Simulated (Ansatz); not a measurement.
# C2H7OSi radical: small, medium and large basis sets

The task here is to estimate one member of a computed series from the others.

The runs use Ansatz 0.2.0, Gaussian basis; one geometry, several basis sets.

The runs, in order: PBE0-D4/def2-SVP; ωB97M-V/def2-SVP; PBE0-D4/def2-QZVPP; ωB97M-V/def2-QZVPP; the functionals' def2-TZVPP values are taken from earlier runs.

**The geometry**

An earlier PBE0-D4 in a triple-zeta def2 set relaxation fixed the geometry.

SMILES `CO[SiH]C`, 11 atoms, charge 0, spin multiplicity 2.

Atoms are counted from 1 here; the program's logs count them from 0.

Bond lengths: C1–O2 1.407 Å, C1–H5 1.092 Å, C1–H6 1.097 Å, C1–H7 1.095 Å, O2–Si3 1.650 Å, Si3–C4 1.866 Å, Si3–H8 1.503 Å, C4–H9 1.092 Å, C4–H10 1.092 Å, C4–H11 1.094 Å. Angles: O2–C1–H5 108.3°, O2–C1–H6 111.7°, O2–C1–H7 111.2°, H5–C1–H6 108.5°, H5–C1–H7 108.5°, H6–C1–H7 108.5°, C1–O2–Si3 123.7°, O2–Si3–C4 106.7°, O2–Si3–H8 108.7°, C4–Si3–H8 111.7°, Si3–C4–H9 110.3°, Si3–C4–H10 110.9°, Si3–C4–H11 110.2°, H9–C4–H10 108.4°, H9–C4–H11 108.6°, H10–C4–H11 108.5°.

Set-up of the first run:

Contents of in.yaml:

```yaml
crystal:
  periodic: [false, false, false]
  atoms:
    - {symbol: C, position_ang: [-1.058393, 1.696389, -0.565623]}
    - {symbol: O, position_ang: [-0.749504, 0.425763, -0.045688]}
    - {symbol: Si, position_ang: [0.584334, -0.441842, -0.481620]}
    - {symbol: C, position_ang: [0.717438, -1.862958, 0.719791]}
    - {symbol: H, position_ang: [-1.838285, 2.140360, 0.055951]}
    - {symbol: H, position_ang: [-0.185959, 2.360638, -0.556659]}
    - {symbol: H, position_ang: [-1.431171, 1.624707, -1.592957]}
    - {symbol: H, position_ang: [1.786456, 0.457317, -0.413177]}
    - {symbol: H, position_ang: [1.607563, -2.458495, 0.504539]}
    - {symbol: H, position_ang: [-0.156396, -2.513566, 0.652013]}
    - {symbol: H, position_ang: [0.789317, -1.485214, 1.744030]}
basis:
  gaussian: {orbitals: def2-SVP}
magnetization: {spin_polarized: true, initial_magnetization: 1}
hamiltonian: {xc: pbe0, dispersion: d4}
output: {orbitals: {seedname: orbitals}}
```

Started as:

```console
> ansatz run in.yaml --threads 4 --pin off --events-out ev --progress --plain --max-ram 10444MiB
```

Among the steps run: PBE0-D4 in def2-SVP; ωB97M-V in def2-SVP; PBE0-D4 in def2-QZVPP; ωB97M-V in def2-QZVPP.

One table of the session follows, with a row left open; its other results are not shown here.

It belongs to the step «Functionals by basis». 

| functional | basis | HOMO (eV) | LUMO (eV) |
| --- | --- | --- | --- |
| PBE0-D4 | def2-SVP | -5.35 | -1.62 |
| PBE0-D4 | def2-TZVPP | -5.44 | -1.68 |
| PBE0-D4 | def2-QZVPP | -5.48 | -1.74 |
| ωB97M-V | def2-SVP | -7.11 | 0.03 |
| ωB97M-V | def2-TZVPP | -7.21 | -0.11 |
| ωB97M-V | def2-QZVPP | ? | ? |

**Question.** Estimate the row for ωB97M-V, def2-QZVPP.

As computed: HOMO (eV): -7.25; LUMO (eV): -0.23. In the column «HOMO (eV)» it is the lowest.
